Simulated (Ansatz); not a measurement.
# GeNH+ (doublet): from Hartree-Fock to the top rungs, cc-pVTZ

One table from this session's results is given with a row withheld; the runs are named, their logs left out.

Method: cc-pVTZ, core rule «outside noble gas», up to 15 orbitals frozen; program: Ansatz 0.2.0, Gaussian basis.

The runs, in order: UHF; CCSD(T) on ROHF; CCSD(T) on UHF; BCCD(T) on ROHF; CCSDT(Q) on ROHF; CCSDT(Q) on UHF; CASSCF and MRCISD+Q, 9 electrons in 9 orbitals; CASSCF and NEVPT2, 9 electrons in 9 orbitals.

3 further runs of the same task are left out: 3 set aside as unsound or not needed.

## What is computed

The geometry is a PBE0/def2-TZVP stationary point (not a proven minimum) of the parent state, kept for this charge and spin. No spin-orbit coupling is included. The filled d shell of Ge may be among the frozen orbitals whatever the setting's name suggests; the logs give the count.

3 atoms, charge 1, spin multiplicity 2.

Atoms are counted from 1 here; the program's logs count them from 0.

Bond lengths: Ge1–N2 1.894 Å, Ge1–H3 1.601 Å. Angles: N2–Ge1–H3 92.9°.

The first run:

in.yaml reads:

```yaml
crystal:
  periodic: [false, false, false]
  atoms:
    - {symbol: Ge, position_ang: [0.000000, -0.029158, 0.300919]}
    - {symbol: N, position_ang: [0.000000, 0.038514, -1.592101]}
    - {symbol: H, position_ang: [0.000000, 1.566135, 0.437823]}
basis:
  gaussian: {orbitals: cc-pVTZ}
total_charge: 1
magnetization: {spin_polarized: true, initial_magnetization: 1}
hamiltonian: {xc: hf}
output: {orbitals: {seedname: orbitals}}
```

The run is started by

```
> ansatz run in.yaml --threads 1 --pin off --events-out ev --progress --plain --max-ram 4096MiB --backend cpu
```

Among the steps run: UHF; CCSD(T) on ROHF; CCSD(T) on UHF; BCCD(T) on ROHF; CCSDT(Q) on ROHF; CCSDT(Q) on UHF; CASSCF and MRCISD+Q, 9 electrons in 9 orbitals; CASSCF and NEVPT2, 9 electrons in 9 orbitals.

One table of the session follows, with a row left open; its other results are not shown here.

It belongs to the step «Misses and costs». 

```
          method  from RCCSDT(Q) (kJ/mol)
            ROHF                   +801.6
             UHF                   +639.5
            RMP2                   +197.8
            UMP2                   +132.3
           RCCSD                    +53.8
           UCCSD                    +40.8
        RCCSD(T)                     +7.7
        UCCSD(T)                    +13.1
         BCCD(T)                    +13.3
          RCCSDT                     +6.0
          UCCSDT                     +3.7
       RCCSDT(Q)                        0
       UCCSDT(Q)                     +0.2
  CASSCF valence                        ?
  NEVPT2 valence                    +85.3
  MRCISD valence                    +29.6
MRCISD+Q valence                     +3.7
```

**Question.** Estimate the row for CASSCF valence.

The run gave: from RCCSDT(Q) (kJ/mol): +457.9. In the column «from RCCSDT(Q) (kJ/mol)» it lies between RMP2 (+197.8) and UHF (+639.5).

To keep in mind: The determinant is far from a pure spin state, so its energy mixes those of several spin states (harmless only where they are near-degenerate, as at dissociation). Warnings: spin contamination; large T1 diagnostic. Restricted and unrestricted rows rest on different reference determinants; where their highest levels disagree by more than a few hundredths of an eV, they describe different states and don't form one ladder.
